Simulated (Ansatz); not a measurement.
# CH5NSn: how energies converge with the basis set

The task here is to estimate one member of a computed series from the others.

Method: one geometry, several basis sets; program: Ansatz 0.2.0, Gaussian basis.

The runs, in order: PBE0-D4/def2-SVP; ωB97M-V/def2-SVP; PBE0-D4/def2-QZVPP; ωB97M-V/def2-QZVPP; the functionals' def2-TZVPP values are taken from earlier runs.

## Structure used throughout

An earlier PBE0-D4 in a triple-zeta def2 set relaxation fixed the geometry. Sn takes the def2 core potential; no spin-orbit term is included.

SMILES `N=[CH][SnH3]`, 8 atoms, charge 0, spin multiplicity 1.

Atoms are counted from 1 here; the program's logs count them from 0.

Bond lengths: N1–C2 1.265 Å, N1–H4 1.024 Å, C2–Sn3 2.158 Å, C2–H5 1.101 Å, Sn3–H6 1.700 Å, Sn3–H7 1.709 Å, Sn3–H8 1.709 Å. Angles: C2–N1–H4 111.7°, N1–C2–Sn3 118.6°, N1–C2–H5 122.5°, Sn3–C2–H5 118.9°, C2–Sn3–H6 108.6°, C2–Sn3–H7 109.2°, C2–Sn3–H8 109.2°, H6–Sn3–H7 110.8°, H6–Sn3–H8 110.8°, H7–Sn3–H8 108.3°.

Geometry (Å):

```xyz
8
CH5NSn
N    -1.2839    0.9697   -0.8507
C    -0.4618    0.0088   -0.8328
Sn    0.7562   -0.2749    0.9256
H    -1.8042    1.0064   -1.7318
H    -0.3444   -0.6859   -1.6786
H     0.3497    0.9179    2.0662
H     2.4048   -0.1605    0.4901
H     0.4755   -1.8384    1.5562
```

The first run:

The input, in.yaml:

```yaml
crystal:
  periodic: [false, false, false]
  atoms:
    - {symbol: N, position_ang: [-1.283920, 0.969689, -0.850698]}
    - {symbol: C, position_ang: [-0.461761, 0.008763, -0.832759]}
    - {symbol: Sn, position_ang: [0.756228, -0.274948, 0.925578]}
    - {symbol: H, position_ang: [-1.804204, 1.006392, -1.731820]}
    - {symbol: H, position_ang: [-0.344373, -0.685934, -1.678574]}
    - {symbol: H, position_ang: [0.349660, 0.917880, 2.066235]}
    - {symbol: H, position_ang: [2.404842, -0.160536, 0.490103]}
    - {symbol: H, position_ang: [0.475528, -1.838408, 1.556235]}
basis:
  gaussian: {orbitals: def2-SVP}
hamiltonian: {xc: pbe0, dispersion: d4}
output: {orbitals: {seedname: orbitals}}
```

Steps of the session up to this table: PBE0-D4 in def2-SVP; ωB97M-V in def2-SVP; PBE0-D4 in def2-QZVPP; ωB97M-V in def2-QZVPP.

One of the session's tables, all rows but one given; the rest of the session is left out.

It belongs to the step «Density functionals: the series». 

| functional | basis | HOMO (eV) |
| --- | --- | --- |
| PBE0-D4 | def2-SVP | -6.95 |
| PBE0-D4 | def2-TZVPP | ? |
| PBE0-D4 | def2-QZVPP | -7.17 |
| ωB97M-V | def2-SVP | -9.17 |
| ωB97M-V | def2-TZVPP | -9.38 |
| ωB97M-V | def2-QZVPP | -9.41 |

**Question.** Estimate the row for PBE0-D4, def2-TZVPP.

**Answer.** HOMO (eV): -7.13. In the column «HOMO (eV)» it lies between PBE0-D4, def2-QZVPP (-7.17) and PBE0-D4, def2-SVP (-6.95).
